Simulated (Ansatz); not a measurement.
# Sn3PbS4: the cost of one run

Method: DFT PBE, scalar-relativistic, plane waves, PAW, in Ansatz 0.2.0.

## 1. The structure to begin with

It takes space group P1 (No. 1, triclinic). The conventional cell has a = 5.954 Å, b = 6.000 Å, c = 6.172 Å, α = 101.78°, β = 102.12°, γ = 90.77°. Sn (site symmetry 1) has 3 S at 2.60 to 2.72 Å in its first shell of neighbours. Sn (site symmetry 1) is surrounded by 3 S at 2.61 to 2.69 Å. Sn (site symmetry 1) has 3 S at 2.62 to 2.72 Å in its first shell of neighbours. Around Pb (site symmetry 1) lie 5 S at 2.78 to 3.08 Å. S (site symmetry 1) has 2 Sn at 2.61 to 2.66 Å and 2 Pb at 2.96 to 3.08 Å in its first shell of neighbours. Around S (site symmetry 1) lie 2 Sn at 2.60 to 2.72 Å and 2 Pb at 3.00 to 3.06 Å. S (site symmetry 1) is surrounded by 3 Sn at 2.62 to 2.72 Å. Around S (site symmetry 1) lie 2 Sn at 2.67 Å and 1 Pb at 2.78 Å.

Structure file:

```
CELL_PARAMETERS angstrom
5.95373 -0.00036 -0.00553
-0.08055 5.99937 0.00021
-1.28989 -1.27801 5.89852
ATOMIC_POSITIONS crystal
Sn 0.03208 0.51916 0.48812
Sn 0.52099 0.07540 0.49923
Sn 0.42855 0.47715 0.00933
Pb 0.93834 0.95685 0.98601
S 0.46436 0.92849 0.06141
S 0.98257 0.46573 0.05192
S 0.56851 0.50635 0.44674
S 0.06460 0.07087 0.45724
```

The cell was relaxed beforehand at this level, from a generated guess; it is a trial structure. At a tolerance of 0.02 Å it has space group P1 (No. 1); it has 26.33 Å³/atom, an uncorrected energy of -0.47 eV/atom over the elements and, on its mesh, gap 0.99 eV.

## 2. Band edges anywhere in the zone

File input.yaml:

```yaml
crystal:
  lattice:
    - [5.9537277337, -0.0003634771, -0.005527626]
    - [-0.080547089, 5.9993724336, 0.0002104548]
    - [-1.2898884565, -1.2780110423, 5.8985232486]
  atoms:
    - { symbol: Sn, position: [0.032083107, 0.5191590893, 0.4881218458] }
    - { symbol: Sn, position: [0.5209944588, 0.0754040609, 0.4992306851] }
    - { symbol: Sn, position: [0.4285470393, 0.4771474293, 0.0093252944] }
    - { symbol: Pb, position: [0.9383385035, 0.956851182, 0.9860115902] }
    - { symbol: S, position: [0.4643598589, 0.9284907974, 0.0614149118] }
    - { symbol: S, position: [0.9825708222, 0.4657251901, 0.0519204127] }
    - { symbol: S, position: [0.5685071599, 0.5063542186, 0.4467350633] }
    - { symbol: S, position: [0.0645990503, 0.0708680325, 0.4572401965] }
basis:
  ecutwfc: 420
kpoints:
  mp_grid: { grid: [6, 6, 6] }
  band_path: { path: [VBM, CBM], npoints: 2 }
hamiltonian:
  xc: pbe
scf:
  occupations: { method: gaussian, width: 0.02 }
output:
  forces: false
  stress: false
  eigenvalues: true
checkpoint:
  read: start.run
  write: ck
  compress: false
  write_wavefunctions: false
  write_every: 100000
```

The run is started by

```
$ ansatz run input.yaml --threads 4 --pin off --max-ram 8192MiB --backend cpu --events-out ev --progress --plain --runs-dir out
```

**Question.** How long does this run take on 4 threads of Arm Neoverse V1, shared host, and how much memory does it need?

About 1.8 min, with a peak of 1 GiB.
